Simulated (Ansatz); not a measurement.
# CsH: the cost of one run

Program: Ansatz 0.2.0. Level of theory: DFT LDA, scalar-relativistic, plane waves, PAW. These are calculated values, not measurements.

## (1) Starting point

Symmetry: Fm-3m, No. 225, cubic system. Conventional cell: a = 6.376 Å, b = 6.376 Å, c = 6.376 Å, α = 90.00°, β = 90.00°, γ = 90.00°. Cs (site symmetry m-3m) has 6 H at 3.19 Å in its first shell of neighbours. H (site symmetry m-3m) has 6 Cs at 3.19 Å in its first shell of neighbours.

Structure file:

```cif
data_structure
_symmetry_space_group_name_H-M 'Fm-3m'
_symmetry_Int_Tables_number 225
_cell_length_a 6.3760
_cell_length_b 6.3760
_cell_length_c 6.3760
_cell_angle_alpha 90.000
_cell_angle_beta 90.000
_cell_angle_gamma 90.000
_cell_volume 259.21
loop_
_atom_site_label
_atom_site_type_symbol
_atom_site_symmetry_multiplicity
_atom_site_Wyckoff_symbol
_atom_site_fract_x
_atom_site_fract_y
_atom_site_fract_z
_atom_site_occupancy
Cs1 Cs 4 a 0.00000 0.00000 0.00000 1
H1 H 4 b 0.50000 0.00000 0.00000 1
```

The cell is taken as given, not relaxed at this level.

## (2) The reference cell

The reference gives a free energy of -5520.8912 eV, pressure -1.25 GPa, largest force 0.000 eV/Å and gap on the mesh 1.95 eV. It was computed beforehand with the settings of the runs below.

## (3) The scan: a strain scan

The cell is strained by ε times the Voigt pattern (0, 0, 0, 0, 0, 1) (xx, yy, zz, yz, xz, xy; engineering shear), with fractional coordinates fixed (clamped ions). The stress on the pattern is the sum of the stress components weighted by it, tension positive.

## (4) Point ε = -0.1500

Contents of input.yaml:

```yaml
crystal:
  lattice:
    - [-0.2391, 3.188, 3.188]
    - [3.188, -0.2391, 3.188]
    - [2.9489, 2.9489, 0.0]
  atoms:
    - { symbol: Cs, position: [0.0, 0.0, 0.0] }
    - { symbol: H, position: [0.5, 0.5, 0.5] }
basis:
  ecutwfc: 420
kpoints:
  mp_grid: { grid: [8, 8, 8] }
hamiltonian:
  xc: lda
scf:
  occupations: { method: gaussian, width: 0.05 }
output:
  forces: true
  stress: true
  eigenvalues: true
```

The run is started by

```
$ ansatz run input.yaml --threads 1 --pin off --max-ram 2560MiB --backend cpu --events-out ev --progress --plain --runs-dir out
```

Q: Estimate wall time and peak memory on 1 thread of Arm Neoverse V1, shared host.

About 3.3 s, with a peak of 0.32 GiB.
